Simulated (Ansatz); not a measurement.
# HfAlB4: properties of a relaxed candidate

The task, for HfAlB4: compute bands, density of states and charges, tighten the relaxation and compute its phonons.

Program: Ansatz 0.2.0. Level of theory: DFT PBE, scalar-relativistic, plane waves, PAW. These are calculated values, not measurements.

2 further runs of the same task are left out: 1 that didn't finish, 1 set aside as unsound or not needed.

## (1) The system as given

It takes space group P6/mmm (No. 191, hexagonal). The conventional cell has a = 3.052 Å, b = 3.052 Å, c = 6.923 Å, α = 90.00°, β = 90.00°, γ = 120.00°. Hf (site symmetry 6/mmm) has 12 B at 2.54 Å as nearest neighbours. Around Al (site symmetry 6/mmm) lie 12 B at 2.40 Å. B (site symmetry 3m) is surrounded by 3 B at 1.76 Å and 3 Al at 2.40 Å and 3 Hf at 2.54 Å.

Coordinates:

```xyz
6
Lattice="3.0518 0.0000 0.0000 -1.5259 2.6429 0.0000 0.0000 0.0000 6.9231" Properties=species:S:1:pos:R:3 pbc="T T T"
Hf    0.0000    0.0000    0.0000
Al    0.0000    0.0000    3.4615
B     0.0000    1.7619    1.8320
B     0.0000    1.7619    5.0910
B     1.5259    0.8810    1.8320
B     1.5259    0.8810    5.0910
```

The cell was relaxed beforehand at this level, from a generated guess; it is a trial structure. At a tolerance of 0.05 Å it has space group P6/mmm (No. 191); it has 9.31 Å³/atom, an uncorrected energy of -0.44 eV/atom over the elements.

## (2) Bands, states and charges

File input.yaml:

```yaml
crystal:
  lattice:
    - [3.051775358, -2.89e-08, 0.0]
    - [-1.525887654, 2.6429150011, 0.0]
    - [0.0, 0.0, 6.9230554941]
  atoms:
    - { symbol: Hf, position: [0.0, 0.0, 0.0] }
    - { symbol: Al, position: [0.0, 0.0, 0.5] }
    - { symbol: B, position: [0.3333333333, 0.6666666667, 0.2646293148] }
    - { symbol: B, position: [0.3333333333, 0.6666666667, 0.7353706852] }
    - { symbol: B, position: [0.6666666667, 0.3333333333, 0.2646293148] }
    - { symbol: B, position: [0.6666666667, 0.3333333333, 0.7353706852] }
basis:
  ecutwfc: 420
kpoints:
  mp_grid: { grid: [12, 12, 6] }
  band_path:
    path:
      - [[0.0, 0.0, 0.0], [0.5, 0.0, 0.0], [0.33333333, 0.33333333, 0.0], [0.0, 0.0, 0.0], [0.0, 0.0, 0.5], [0.5, 0.0, 0.5], [0.33333333, 0.33333333, 0.5], [0.0, 0.0, 0.5]]
      - [[0.5, 0.0, 0.5], [0.5, 0.0, 0.0]]
      - [[0.33333333, 0.33333333, 0.5], [0.33333333, 0.33333333, 0.0]]
    npoints: 14
hamiltonian:
  xc: pbe
scf:
  occupations: { method: gaussian, width: 0.1 }
  n_extra_bands: 15
output:
  forces: true
  stress: true
  eigenvalues: true
  populations: true
  dos: { projected: true, de: 0.02, nscf_kmesh: { grid: [15, 15, 8] } }
  bader: true
  write_density: true
  write_potential: true
  elf: true
  volumetric_format: npy
```

The run is started by

```console
ansatz run input.yaml --threads 4 --pin off --max-ram 8192MiB --backend cpu --events-out ev --progress --plain --runs-dir out
```

Standard output:

```text
Warning: RAYON_NUM_THREADS=4 ignored (pool sized by the plan → 4); use --threads N
scf.n_extra_bands = 15 over 21 filled bands (N_el = 41.0): the run solves 36 bands
Engine: ansatz 0.2.0, aarch64-unknown-linux-gnu
Pseudopotentials: kind: paw
Pseudopotential: Hf, paw, valence charge 26, recommended cutoff 420 eV (normal), Hf.paw.azcp
Pseudopotential: Al, paw, valence charge 3, recommended cutoff 420 eV (normal), Al.paw.azcp
Pseudopotential: B, paw, valence charge 3, recommended cutoff 420 eV (normal), B.paw.azcp
Functional definition: PBE
  parameter kappa = 0.804
  parameter beta = 0.06672455060314922
  exchange = pbe_x(kappa = kappa, mu = beta*pi^2/3)
  correlation = pbe_c(beta = beta)
Crystal: 6 atoms, lattice volume = 55.838 Å³
Basis set: ecut = 420 eV, 1079 PW (Γ), exchange–correlation on 48×48×96 points (8 copies of the dense FFT grid, shifted against one another)
Bands: 36, of which v1, the nominal top of the filled ones, is band 21 counted from 1 (20 counted from 0)
Symmetry: 24 space group operations
Space group: P6/mmm (ITA 191), of the structure as read, at distance tolerance 3.8e-5 Å
k-points: 76 of 864
Non-local potential: Hf, projectors of the file, l = 0: 3, l = 1: 2, l = 2: 2, l = 3: 3
Non-local potential: Al, projectors of the file, l = 0: 2, l = 1: 2, l = 2: 1
Non-local potential: B, projectors of the file, l = 0: 2, l = 1: 2, l = 2: 1
PAW form: soft (Blöchl's): semilocal exchange-correlation on the pseudo side does not see the compensation charge
PAW one-centre angular grid: Hf, 590 points (default); XC on 64 Gauss nodes
PAW one-centre angular grid: Al, 110 points (default); XC on 64 Gauss nodes
PAW one-centre angular grid: B, 110 points (default); XC on 64 Gauss nodes
Initial density: superposition of atomic densities (neutral atoms: chi_scale 0, normalization atom), corrected by the library's trained network
Initial wavefunctions: pseudopotential atomic-orbital guess
Functional: x = pbe(κ = 0.804, μ = 0.2195149727645171), c = pbe(β = 0.06672455060314922)
SCF iter   1: F=—  HF=-16885.192908 eV  |F-HF|=—  |Δ(HF+E_count)|=         —  Δρ=5.69e-3  dr2=1.26e-1  ethr=1.77e-3  ⟨swp⟩=5.1  Hψ=11377  notcnv=0  defer=67
preconditioner: auto → Kerker (q_TF=auto, 2.591 Å⁻¹)  [metal: Δε(μ)=0.028 eV  Ē_g=19.200 eV  σ=0.100 eV  W_gap=0.16  n_scr=22 (ndim 8)  ℏωp=31.0 eV  f_vac=0.000  D(μ)=1.85/eV (n_scr^D=10)]
SCF iter   2: F=—  HF=-16885.181548 eV  |F-HF|=—  |Δ(HF+E_count)|=   1.14e-2  Δρ=3.37e-3  dr2=4.28e-2  ethr=3.07e-4  ⟨swp⟩=1.0  Hψ=3344  notcnv=0  defer=126
SCF iter   3: F=—  HF=-16885.176066 eV  |F-HF|=—  |Δ(HF+E_count)|=   5.48e-3  Δρ=1.04e-3  dr2=2.07e-3  ethr=1.04e-4  ⟨swp⟩=2.1  Hψ=2989  notcnv=0  defer=126
SCF iter   4: F=—  HF=-16885.174708 eV  |F-HF|=—  |Δ(HF+E_count)|=   1.36e-3  Δρ=6.27e-4  dr2=4.09e-4  ethr=5.04e-6  ⟨swp⟩=2.0  Hψ=3541  notcnv=0  defer=126
SCF iter   5: F=—  HF=-16885.174566 eV  |F-HF|=—  |Δ(HF+E_count)|=   1.41e-4  Δρ=1.28e-4  dr2=2.77e-5  ethr=9.98e-7  ⟨swp⟩=2.0  Hψ=3609  notcnv=0  defer=126
SCF iter   6: F=—  HF=-16885.174597 eV  |F-HF|=—  |Δ(HF+E_count)|=   3.08e-5  Δρ=4.35e-5  dr2=1.06e-6  ethr=6.75e-8  ⟨swp⟩=2.2  Hψ=3679  notcnv=0  defer=162
SCF iter   7: F=—  HF=-16885.174597 eV  |F-HF|=—  |Δ(HF+E_count)|=   4.04e-7  Δρ=9.59e-6  dr2=1.69e-7  ethr=2.59e-9  ⟨swp⟩=2.0  Hψ=3605  notcnv=0  defer=165
SCF iter   8: F=-16885.174597 eV  HF=-16885.174597 eV  |F-HF|=9.59e-9  |Δ(HF+E_count)|=   2.61e-8  Δρ=2.33e-6  dr2=9.85e-9  ethr=2.44e-10  ⟨swp⟩=11.9  Hψ=17421  notcnv=0
SCF 1 converged in 8 iterations: F = -16885.174597 eV  dr2 = 9.85e-9
NSCF: frozen V_eff on 129 k-points
NSCF: frozen V_eff on 135 k-points
SCF converged after 8 iterations
Free energy (F): -16885.174597 eV
Harris-Foulkes:  -16885.174597 eV  (|F-HF|=9.59e-9)
Internal energy: -16885.164167 eV  (E = F + TS)
E sigma→0 (E₀):  -16885.169382 eV
Entropy (-TS):   -0.010429 eV (-1.738 meV/atom)
Fermi energy:    15.967692 eV
--- Per-component energies (eV) ---
  E_band       = 78.346407
  E_kinetic    = 653.400396
  E_local      = -8169.429625  (includes V_loc(G=0)·N_el)
  E_nonlocal   = -1190.758766
  E_hartree    = 3916.181072
  E_xc         = -473.409059
  E_vxc        = -454.805823  (∫ρ·V_xc dr)
  E_paw        = -7709.673446  (= ΣΔE_a)
  E_vpaw       = 1407.570231  (= ΣTr[D̂ρ^β])
  E_aug_tail   = -0.000016  (compensation charges beyond the density's cutoff)
  E_ewald      = -3911.474725
  E_smearing   = -0.010429  (= −TS)
  E_closure    = 0.000000  (closes the sum)
  Σ components = -16885.174597   (vs F -16885.174597, Δ=0.00e0)
--- Forces (eV/Å), atoms counted from 1 ---
  atom   1  Hf    -0.00000000    -0.00000000     0.00000000
  atom   2  Al     0.00000000     0.00000000     0.00000000
  atom   3  B      0.00000000    -0.00000000     0.00033214
  atom   4  B      0.00000000    -0.00000000    -0.00033214
  atom   5  B     -0.00000000     0.00000000     0.00033214
  atom   6  B     -0.00000000     0.00000000    -0.00033214
  max |Σ_I F_I| component: 1.85e-17 eV/Å
--- Stress (GPa, compression-positive) ---
       -0.017806       0.000000       0.000000
        0.000000      -0.017806       0.000000
        0.000000       0.000000      -0.009918
  P = ⅓ Tr σ = -0.0152 GPa (-0.152 kbar)
--- Band table (eV; the first three rows and the last of 76) ---
  k-point 0: bands = ["-45.5965", "-14.6018", "-13.8751", "-13.8751", "1.4624", "3.6588", "4.4468", "4.4499", "4.4690", "4.4690", "4.4972", "4.4972", "4.5828", "6.7031", "12.2527", "13.5787", "14.2387", "14.2387", "15.4331", "15.4331", "18.1744", "18.1744", "18.6457", "18.6457", "20.3694", "20.3694", "21.2531", "22.3353", "22.6946", "24.4663", "24.4663", "24.5977", "25.3668", "26.2370", "27.5880", "27.8987"]
  k-point 1: bands = ["-45.5965", "-14.6019", "-13.8751", "-13.8751", "1.5433", "3.4165", "4.4440", "4.4499", "4.4690", "4.4690", "4.4972", "4.4972", "4.5828", "7.0760", "11.4740", "14.2705", "14.2789", "14.2789", "15.3512", "15.3512", "18.1295", "18.1295", "18.7230", "18.7230", "20.5425", "20.5425", "21.1126", "22.3475", "22.6799", "24.0794", "24.0794", "24.5991", "25.3668", "25.9149", "27.3586", "27.6808"]
  k-point 2: bands = ["-45.5965", "-14.6019", "-13.8751", "-13.8751", "1.7634", "2.9379", "4.4415", "4.4499", "4.4689", "4.4689", "4.4972", "4.4972", "4.5828", "7.9547", "10.2690", "14.3796", "14.3796", "15.1339", "15.1731", "15.1731", "18.0498", "18.0498", "18.8747", "18.8747", "20.7783", "20.9579", "20.9579", "22.3762", "22.6469", "23.3447", "23.3447", "24.6024", "25.3669", "25.6649", "26.6082", "27.2944"]
  k-point 75: bands = ["-45.5184", "-14.5342", "-14.5342", "-14.3863", "4.4468", "4.4468", "4.4710", "4.4710", "4.4792", "4.4924", "4.5515", "6.8545", "6.8545", "8.1451", "8.1451", "8.4026", "8.5093", "12.2303", "12.2303", "14.3628", "14.3628", "17.9965", "20.2778", "21.0193", "21.0193", "21.5714", "21.9357", "21.9357", "25.5011", "25.5011", "26.3752", "26.8793", "27.6465", "27.6465", "28.0699", "28.0699"]
--- Löwdin populations: 6 sites ---
  site symbol       q [e]
     0     Hf     25.2789
     1     Al      1.8823
     2      B      3.4329
     3      B      3.4329
     4      B      3.4329
     5      B      3.4329
  spilling = 0.002610 (of n_electrons = 41.000000)
--- Bader charges: 6 sites ---
  site symbol  charge [e]  shift [e]
     0     Hf      1.4855     0.0007
     1     Al      2.2672     0.0005
     2      B     -0.9382     0.0001
     3      B     -0.9382     0.0001
     4      B     -0.9382     0.0001
     5      B     -0.9382     0.0001
  estimated error of the sums over rays = 3.3e-4 e
```

Wall time 14 s (4 threads of Arm Neoverse V2, shared host); peak memory 0.47 GiB.

Site by site:

| atom | Löwdin electrons | Bader charge (e) | Bader volume (Å³) |
| --- | --- | --- | --- |
| Hf1 | 25.28 | +1.49 | 12.2 |
| Al2 | 1.88 | +2.27 | 4.6 |
| B3 | 3.43 | -0.94 | 9.8 |
| B4 | 3.43 | -0.94 | 9.8 |
| B5 | 3.43 | -0.94 | 9.8 |
| B6 | 3.43 | -0.94 | 9.8 |

bands.tsv at the labelled points (eV, zero at the Fermi level; the bands nearest the Fermi level):

```
point  band 18  band 19  band 20  band 21  band 22  band 23  band 24  band 25
    Γ    -1.73    -0.54    -0.54     2.21     2.21     2.68     2.68     4.40
    M    -3.94    -3.64    -2.71    -0.76     1.72     3.14     4.67     4.72
    K    -3.52    -3.52    -1.10    -1.10     0.64     2.72     2.72     4.94
    Γ    -1.73    -0.54    -0.54     2.21     2.21     2.68     2.68     4.40
    A    -0.90    -0.90    -0.47     2.05     2.05     2.98     2.98     4.61
    L    -3.53    -3.21    -1.65    -1.54     2.02     2.42     3.71     5.21
    H    -3.74    -3.74    -1.60    -1.60     2.03     4.31     5.05     5.05
    A    -0.90    -0.90    -0.47     2.05     2.05     2.98     2.98     4.61
    L    -3.53    -3.21    -1.65    -1.54     2.02     2.42     3.71     5.21
    M    -3.94    -3.64    -2.71    -0.76     1.72     3.14     4.67     4.72
    H    -3.74    -3.74    -1.60    -1.60     2.03     4.31     5.05     5.05
    K    -3.52    -3.52    -1.10    -1.10     0.64     2.72     2.72     4.94
```

Counts of states by energy window (eV from the Fermi level), total and by projection:

```csv
from,to,total,Hf 5d,Al 3s,Al 3p,B 2s,B 2p
-8,-7,1.41,0.12,0.04,0.08,0.27,0.83
-7,-6,1.34,0.15,0.05,0.07,0.19,0.84
-6,-5,1.93,0.22,0.04,0.14,0.20,1.25
-5,-4,2.35,0.35,0.02,0.17,0.13,1.61
-4,-3,2.20,0.37,0.02,0.12,0.08,1.55
-3,-2,1.87,0.35,0.01,0.07,0.05,1.36
-2,-1,1.68,0.54,0.04,0.06,0.02,0.96
-1,0,1.13,0.51,0.08,0.04,0.02,0.43
0,1,0.83,0.41,0.08,0.03,0.01,0.24
1,2,1.07,0.44,0.18,0.04,0.04,0.31
2,3,2.16,0.84,0.31,0.14,0.18,0.56
3,4,2.01,0.78,0.22,0.17,0.21,0.49
4,5,2.42,0.86,0.12,0.26,0.36,0.60
5,6,2.77,0.94,0.10,0.38,0.39,0.69
```

Below -8 eV lie 27 or so more states.

Density in a lattice plane of the grid's cell (edges 3.05 and 6.92 Å, at 0.000 of the third edge), which holds Hf and Al.

Ten even steps from ' ' (0.05 e/Å³) to '@' (35.47 e/Å³):
```
++--..          ..--
..                  
                    
                    
                    
                    
                    
                    
                    
                    
                    
                    
                    
                    
                    
                    
                    
..                  
++--..          ..--
@@**::          ::**
```
Columns run along the first of these edges and rows up along the second, over one cell in 10 and 20 even steps from the bottom left corner. Atoms in the plane (fractional): Hf at (0.00, 0.00), Al at (0.00, 0.50).

ELF in the same plane.

Values, 12 rows by 6 columns:
```
0.82 0.59 0.15 0.35 0.15 0.59
0.13 0.13 0.49 0.74 0.49 0.13
0.10 0.28 0.72 0.88 0.72 0.28
0.13 0.33 0.68 0.82 0.68 0.33
0.02 0.26 0.54 0.55 0.54 0.26
0.08 0.03 0.31 0.30 0.31 0.03
0.02 0.26 0.54 0.55 0.54 0.26
0.13 0.33 0.68 0.82 0.68 0.33
0.10 0.28 0.72 0.88 0.72 0.28
0.13 0.13 0.49 0.74 0.49 0.13
0.82 0.59 0.15 0.35 0.15 0.59
0.75 0.82 0.28 0.23 0.28 0.82
```
Columns run along the first of these edges and rows up along the second, over one cell in 6 and 12 even steps from the bottom left corner. Atoms in the plane (fractional): Hf at (0.00, 0.00), Al at (0.00, 0.50).

Both are smooth fields of the valence electrons: close to the nuclei they are not physical.

The highest ELF values outside the cores: 0.88 on the B–B line, 0.9 Å from B.

## (3) A stricter relaxation, on the response runs' mesh and smearing

File input.yaml:

```yaml
crystal:
  lattice:
    - [3.051775358, -2.89e-08, 0.0]
    - [-1.525887654, 2.6429150011, 0.0]
    - [0.0, 0.0, 6.9230554941]
  atoms:
    - { symbol: Hf, position: [0.0, 0.0, 0.0] }
    - { symbol: Al, position: [0.0, 0.0, 0.5] }
    - { symbol: B, position: [0.3333333333, 0.6666666667, 0.2646293148] }
    - { symbol: B, position: [0.3333333333, 0.6666666667, 0.7353706852] }
    - { symbol: B, position: [0.6666666667, 0.3333333333, 0.2646293148] }
    - { symbol: B, position: [0.6666666667, 0.3333333333, 0.7353706852] }
basis:
  ecutwfc: 420
kpoints:
  mp_grid: { grid: [12, 12, 6] }
hamiltonian:
  xc: pbe
scf:
  occupations: { method: fermi_dirac, width: 0.15 }
output:
  forces: true
  stress: true
  eigenvalues: true
relax:
  adjacent_minimum: "off"
  f_tol: 0.001
  max_steps: 60
  cell: { stress_tol: 0.01 }
```

The run is started by

```console
ansatz run input.yaml --threads 4 --pin off --max-ram 8192MiB --backend cpu --events-out ev --progress --plain --runs-dir out
```

Standard output, cut to the lines that bear on the results:

```text
Warning: RAYON_NUM_THREADS=4 ignored (pool sized by the plan → 4); use --threads N
[...]
Pseudopotentials: kind: paw
Pseudopotential: Hf, paw, valence charge 26, recommended cutoff 420 eV (normal), Hf.paw.azcp
Pseudopotential: Al, paw, valence charge 3, recommended cutoff 420 eV (normal), Al.paw.azcp
Pseudopotential: B, paw, valence charge 3, recommended cutoff 420 eV (normal), B.paw.azcp
Functional definition: PBE
[...]
Crystal: 6 atoms, lattice volume = 55.838 Å³
Basis set: ecut = 420 eV, 1079 PW (Γ), exchange–correlation on 48×48×96 points (8 copies of the dense FFT grid, shifted against one another)
Bands: 27, of which v1, the nominal top of the filled ones, is band 21 counted from 1 (20 counted from 0)
Symmetry: 24 space group operations
Space group: P6/mmm (ITA 191), of the structure as read, at distance tolerance 3.8e-5 Å
k-points: 76 of 864
[...]
  P = ⅓ Tr σ = 0.0003 GPa (0.003 kbar)
--- Band table (eV; the first three rows and the last of 76) ---
[... band rows left out ...]
[...]
--- Relaxed structure (6 steps of the walk, 6 accepted, 2 SCFs on fresh bases) ---
  F+E_penalty+E_count = -16885.22120099 eV   max|allowed force component| = 1.611e-5 eV/Å   (the final SCF, on the basis selected at the relaxed cell)
  cell:  # Å, volume = 55.8513 Å³
    - [3.0536317064766147, -2.8901326249851942e-8, 0.0]
    - [-1.5268158282090245, 2.6445226460610374, 0.0]
    - [0.0, 0.0, 6.916222896916109]
  atoms:
    - { symbol: Hf, position: [8.144610029534267e-36, -2.7200272310874552e-36, -2.610124420278225e-21] }
    - { symbol: Al, position: [8.614046322173088e-36, 1.834437123974197e-36, 0.5] }
    - { symbol: B, position: [0.3333333333333333, 0.6666666666666666, 0.2645214192899514] }
    - { symbol: B, position: [0.3333333333333333, 0.6666666666666666, 0.735478580710049] }
    - { symbol: B, position: [0.6666666666666666, 0.3333333333333333, 0.2645214192899514] }
    - { symbol: B, position: [0.6666666666666666, 0.3333333333333333, 0.735478580710049] }
```

Run time: 15 s. Hardware: 4 threads of Arm Neoverse V2, shared host; peak memory 0.44 GiB.

Relaxation path:

```
step  E - E(step 1) (eV/cell)  largest force component (eV/Å)  pressure (GPa)  volume (Å³)
   1                   0.0000                          0.0044            0.10        55.84
   2                  -0.0001                          0.0013            0.09        55.82
   3                  -0.0001                          0.0007            0.04        55.84
   4                  -0.0001                          0.0012            0.00        55.85
   5                  -0.0001                          0.0001            0.00        55.85
   6                  -0.0001                          0.0001            0.00        55.85
   7                  -0.0001                          0.0000            0.00        55.85
   8                  -0.0001                          0.0000            0.00        55.85
```

Step 1 is the start. Steps 6, 8 each repeat the geometry before them on a plane-wave basis chosen anew, so the energy can jump there without any move.

|  | before | after | change |
| --- | --- | --- | --- |
| a (Å) | 3.052 | 3.054 | +0.1 % |
| b (Å) | 3.052 | 3.054 | +0.1 % |
| c (Å) | 6.923 | 6.916 | -0.1 % |
| volume (Å³/atom) | 9.31 | 9.31 | 0.0 % |
| shortest distance (Å) | 1.762 | 1.763 | +0.1 % |
| space group (0.01 Å) | P6/mmm | P6/mmm | same |

The run keeps the 24 symmetry operations of the start, so it could not have lowered the symmetry.

[end of part 1 of 2]
